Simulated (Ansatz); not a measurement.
ClGeH₂O, SMILES [OH][GeH][Cl]: a ladder of basis sets, run with the Python package of Ansatz (0.2.0).

Script `clgeh2o_basis.py`:
```python
'''How the energy of ClGeH2O converges with the basis.'''

import ansatz


def main() -> None:
    geometry_ang = [
        ('O', (-0.9954, -0.3668, -0.7064)),
        ('Ge', (0.1763, 0.001, 0.5441)),
        ('Cl', (1.6897, -1.5119, 0.4488)),
        ('H', (-1.6362, 0.4132, -0.614)),
        ('H', (0.8154, 1.3908, 0.2861)),
    ]
    molecule = ansatz.Crystal.molecule()
    for symbol, xyz in geometry_ang:
        molecule = molecule.atom(symbol, xyz)

    model = molecule.calculation().functional('hf').spin('collinear', total=1)

    energies = {}
    for basis in ['cc-pVDZ', 'cc-pVTZ']:
        rep = model.basis(gaussian=basis).run(threads=1).report
        size = rep['n_frozen'] + rep['n_occupied'][0] + rep['n_virtual'][0]
        energies[basis] = (rep['reference_energy_ev'] / 27.211386246, rep['free_energy_ev'] / 27.211386246)
        print(f'{basis:14s} {size:4d} orbitals  reference {energies[basis][0]:14.6f} Ha  total {energies[basis][1]:14.6f} Ha')

    last = energies['cc-pVTZ'][1]
    for basis, (_, total) in energies.items():
        print(f'{basis:14s} lies {27.211386 * (total - last):9.4f} eV above cc-pVTZ')


if __name__ == '__main__':
    main()
```

How far does the total energy move along this ladder of basis sets?

Against cc-pVDZ: cc-pVTZ -123.8 mHa. The last step alone is -123.80 mHa. From the first set to the last the time grows from 1.5 to 4.4 s.

What the script printed:

Output of `python clgeh2o_basis.py`:
```text
cc-pVDZ          69 orbitals  reference   -2610.892925 Ha  total   -2610.892925 Ha
cc-pVTZ         135 orbitals  reference   -2611.016725 Ha  total   -2611.016725 Ha
cc-pVDZ        lies    3.3688 eV above cc-pVTZ
cc-pVTZ        lies    0.0000 eV above cc-pVTZ
```

Notes:
- The drop along the ladder measures the basis error, and is no property of the molecule.
- The geometry is a force-field or estimated start, not a minimum of this method, and the last set is no limit. Much of the fall in a total is atomic energy, which cancels in bond and reaction energies.
- The run takes the species as open-shell (spin multiplicity 2), which needn't be its ground state.
- For Al to Cl the sets with a tight d function, cc-pV(X+d)Z, are usual.
- It ran for 6.4 s on 1 thread of Arm Neoverse V1 (shared host), peak memory 0.41 GiB.
